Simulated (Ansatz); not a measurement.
# F3PSi: the cost of one run

Method: DFT unrestricted r2SCAN, Gaussian basis aug-cc-pV(T+d)Z, and further levels as typed in the inputs, in Ansatz 0.2.0.

**1. The structure to begin with**

Bond lengths: Si1–P2 2.250 Å, Si1–F3 1.561 Å, Si1–F4 1.585 Å, Si1–F5 1.585 Å. Angles: P2–Si1–F3 111.2°, P2–Si1–F4 110.9°, P2–Si1–F5 110.8°, F3–Si1–F4 108.7°, F3–Si1–F5 107.9°, F4–Si1–F5 107.2°.

Structure file:

```xyz
5

Si    0.0169   -0.0047    0.0003
P     0.0041   -0.0079    2.2500
F     1.4750   -0.0175   -0.5560
F    -0.7315    1.2712   -0.5679
F    -0.7325   -1.2800   -0.5686
```

**2. Relaxing the atoms: F3PSi**

The input, input.yaml:

```yaml
relax:
  f_tol: 0.001
  max_steps: 200
crystal:
  periodic: [false, false, false]
  atoms:
    - { symbol: Si, position_ang: [0.016905, -0.004659, 0.000328] }
    - { symbol: P, position_ang: [0.004075, -0.007889, 2.250021] }
    - { symbol: F, position_ang: [1.475048, -0.017547, -0.556045] }
    - { symbol: F, position_ang: [-0.731524, 1.271183, -0.567937] }
    - { symbol: F, position_ang: [-0.732476, -1.28005, -0.568649] }
magnetization:
  spin_polarized: true
  initial_magnetization: 2
basis:
  gaussian: { orbitals: "aug-cc-pV(T+d)Z.json" }
hamiltonian:
  xc: r2scan
```

Started as:

```console
ansatz run input.yaml --threads 4 --pin off --max-ram 8192MiB --backend cpu --events-out ev --progress --plain --runs-dir out
```

**Question.** How long does this run take on 4 threads of Arm Neoverse N1, shared host, and how much memory does it need?

About 91 s, with a peak of 0.51 GiB.
